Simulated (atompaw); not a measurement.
# Gold: generating and testing a PAW (atompaw) potential

Aim: build the potential from the settings below, then test how well it stands in for the atom: scattering, ghost states and the plane-wave cutoff that it needs.

The numbers are computed with atompaw 4.2.0.5 (PBEsol, scalar-relativistic, spin-unpolarised reference atom).

### Step 1. The design

Typed settings, in words:

```json
{
  "element": "gold (Au, Z = 79)",
  "type": "PAW",
  "frozen core": "[Kr] 4d10",
  "valence charge": "33",
  "reference configuration": "4f14 5s2 5p6 5d10 6s0.75 6p0 (charge +0.25)",
  "partial waves": "5s (bound): rc 1.75 bohr; 6s (bound): rc 1.25 bohr; 5p (bound): rc 1.35 bohr; 6p (bound, empty): rc 2.10 bohr; 5d (bound): rc 2.10 bohr; 5d channel at 0.95 Ry: rc 2.10 bohr; 4f (bound): rc 0.55 bohr; 4f channel at -4.65 Ry: rc 0.55 bohr",
  "local potential": "bessel scheme, radius 1.60 bohr",
  "core correction": "smooth core density matched at 1.65 bohr",
  "augmentation charge": "sinc compensation charge, radius 1.65 bohr; PAW radius 2.10 bohr; waves and projectors: custom rrkj vanderbiltortho"
}
```

### Step 2. Generation

Input file Au.input:

```
Au 79
GGA-PBESOL scalarrelativistic loggrid 2001 logderivrange -10 5 376
6 6 5 4 0 0
6 0 0.75
6 1 0
0 0 0
c
c
c
c
v
v
c
c
c
v
v
c
c
v
v
3
2.10 1.65 1.60 1.65
n
n
y
0.95
n
y
-4.65
n
custom rrkj vanderbiltortho sinc
bessel
1.75
1.25
1.35
2.10
2.10
2.10
0.55
0.55
PWSCFOUT
UPFDX 0.0125d0 UPFXMIN -7.d0 UPFZMESH 79.d0
END
```

Launch:

```console
$ atompaw < Au.input > Au.log
```

Before running it: what results should come out? Wanted: cutoffs; bound ghosts; largest phase difference near zero energy, channels read; lowest eigenvalue of the overlap; share of valence orbitals outside the PAW sphere; UPF file.

The runs gave:

```
                                                quantity                                              value
                                                 cutoffs                                     not determined
                                            bound ghosts                                     not determined
largest phase difference near zero energy, channels read                                          0.007 rad
         lowest eigenvalue of the overlap (Bessel basis)                                          0.102 (s)
        share of valence orbitals outside the PAW sphere  5s 0 %, 6s 74 %, 5p 1 %, 6p 94 %, 5d 20 %, 4f 0 %
                                                UPF file                                            written
```

Even at 400 Ry an occupied level stays 46 mRy from its reference, so no cutoffs are read. Ghosts could not be judged. Near zero energy the phases of the channels with partial waves that could be evaluated agree within 0.007 rad.
